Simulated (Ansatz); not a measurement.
# Zr4Cl: the cost of one run

Program: Ansatz 0.2.0. Level of theory: DFT PBE, scalar-relativistic, plane waves, PAW. These are calculated values, not measurements.

1 further run of the same task is left out (it didn't finish).

### 1 The system as given

Symmetry: P6/mmm, No. 191, hexagonal system. The conventional cell has a = 4.831 Å, b = 4.831 Å, c = 4.647 Å, α = 90.00°, β = 90.00°, γ = 120.00°. Zr (site symmetry -6m2) has 2 Zr at 2.32 Å as nearest neighbours. Around Zr (site symmetry -6m2) lie 5 Zr at 2.32 to 2.79 Å and 3 Cl at 2.79 Å. Cl (site symmetry 6/mmm) is surrounded by 6 Zr at 2.79 Å.

As a file:

```
Zr Cl
1.0
     4.83138    0.00000    0.00000
    -2.41569    4.18410    0.00000
     0.00000    0.00000    4.64720
Zr Cl
4 1
Direct
  0.33333 0.66667 0.50000
  0.66667 0.33333 0.50000
  0.33333 0.66667 0.00000
  0.66667 0.33333 0.00000
  0.00000 0.00000 0.00000
```

A structure generator made this guess: random cell by space group and Wyckoff sites (P6/mmm, No. 191). Lengths come from tabulated atomic sizes and are only a guess.

### 2 Probe: one point on a coarse mesh

File input.yaml:

```yaml
crystal:
  lattice:
    - [4.83138201, 0.0, 0.0]
    - [-2.415691, 4.18409955, 0.0]
    - [0.0, 0.0, 4.64719905]
  atoms:
    - { symbol: Zr, position: [0.33333333, 0.66666667, 0.5] }
    - { symbol: Zr, position: [0.66666667, 0.33333333, 0.5] }
    - { symbol: Zr, position: [0.33333333, 0.66666667, 0.0] }
    - { symbol: Zr, position: [0.66666667, 0.33333333, 0.0] }
    - { symbol: Cl, position: [0.0, 0.0, 0.0] }
basis:
  ecutwfc: 420
kpoints:
  mp_grid: { grid: [6, 6, 4] }
hamiltonian:
  xc: pbe
scf:
  occupations: { method: gaussian, width: 0.1 }
  lower_state_search: "off"
output:
  forces: true
  stress: true
  eigenvalues: true
```

On the command line:

```console
ansatz run input.yaml --threads 1 --pin off --max-ram 2560MiB --backend cpu --events-out ev --progress --plain --runs-dir out
```

What time and memory should one allow on 1 thread of Intel Xeon Platinum 8488C (Sapphire Rapids), shared host?

About 2.8 s, with a peak of 0.42 GiB.
